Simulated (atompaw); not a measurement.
# A PAW (atompaw) potential for bismuth, from input to tests

Do these settings give a usable potential? It is generated, then checked for scattering, ghosts and hardness.

The numbers are computed with atompaw 4.2.0.5 (LDA (PW92), non-relativistic, spin-unpolarised reference atom).

### Step 1. Settings

The settings as typed:

| Quantity | Value |
| --- | --- |
| element | bismuth (Bi, Z = 83) |
| type | PAW |
| frozen core | [Xe] |
| valence charge | 29 |
| reference configuration | 4f14 5d10 6s2 6p1 (charge +2) |
| partial waves | 6s (bound); 6s channel at -0.85 Ry; 6p (bound); 6p channel at 3.7 Ry; 5d (bound); 5d channel at -2.8 Ry; 4f (bound); 4f channel at -12.65 Ry |
| local potential | troulliermartins scheme with l = 4 at 0 Ry, radius 2.25 bohr |
| core correction | smooth core density matched at 2.00 bohr |
| augmentation charge | sinc compensation charge, radius 2.15 bohr; PAW radius 2.45 bohr; waves and projectors: bloechl |

The outer shells as boxes (Hund's rule for the drawing; the calculation is spin-unpolarised):

```
[Xe] core
4f [↑↓][↑↓][↑↓][↑↓][↑↓][↑↓][↑↓]
5d [↑↓][↑↓][↑↓][↑↓][↑↓]
6s [↑↓]
6p [↑ ][  ][  ]
```

An earlier all-electron run gives the scale for the radii.

All-electron outer shells of the reference configuration (LDA (PW92), non-relativistic, ld1.x):

| shell | level (eV) | outermost node (bohr) | outermost maximum (bohr) |
| --- | --- | --- | --- |
| 4f | -191.01 | – | 0.33 |
| 5s | -142.75 | 0.49 | 0.86 |
| 5p | -106.87 | 0.50 | 0.90 |
| 5d | -48.14 | 0.51 | 1.02 |
| 6s | -27.12 | 1.09 | 2.05 |
| 6p | -19.34 | 1.18 | 2.35 |

### Step 2. The generation run

The input, Bi.input:

```
Bi 83
LDA-PW loggrid 2001 logderivrange -16 5 526
6 6 5 4 0 0
6 1 1
0 0 0
c
c
c
c
c
v
c
c
c
c
v
c
c
v
v
3
2.45 2.15 2.25 2.00
y
-0.85
n
y
3.7
n
y
-2.8
n
y
-12.65
n
bloechl sinc
4 0 troulliermartins
PWSCFOUT
UPFDX 0.0125d0 UPFXMIN -7.d0 UPFZMESH 83.d0
END
```

On the command line:

```sh
$ atompaw < Bi.input > Bi.log
```

Q: Predict the outcome of this session. Wanted: cutoffs for 10 and 1 mRy, occupied levels; bound ghosts; largest phase difference near zero energy, channels read; lowest eigenvalue of the overlap; share of valence orbitals outside the PAW sphere; UPF file.

As calculated:

| quantity | value |
| --- | --- |
| cutoffs for 10 and 1 mRy, occupied levels | 55 Ry and 80 Ry |
| bound ghosts | s at -41.64 eV |
| largest phase difference near zero energy, channels read | 2.075 rad |
| lowest eigenvalue of the overlap (Bessel basis) | 0.004 (s) |
| share of valence orbitals outside the PAW sphere | 6s 37 %, 6p 56 %, 5d 1 %, 4f 0 % |
| UPF file | written |

What this shows: It has a bound ghost (s), a state that the atom doesn't have, and that rules the file out. The overlap operator is nearly singular (0.004). It counts as of middling hardness, with 55 Ry needed at the looser tolerance. The slowest occupied level is 4f: taken alone it needs 55 Ry to come within 1 mRy, against 40 Ry for 5d. Of the channels read, f scatters worst near zero energy, by up to 2.08 rad. Note that the frozen 5p shell (-107 eV) lies higher than the valence 4f shell (-191 eV). A non-relativistic atom is unphysical at this Z; the numbers test the scheme, not the element. All of this concerns the isolated atom, not yet a solid.
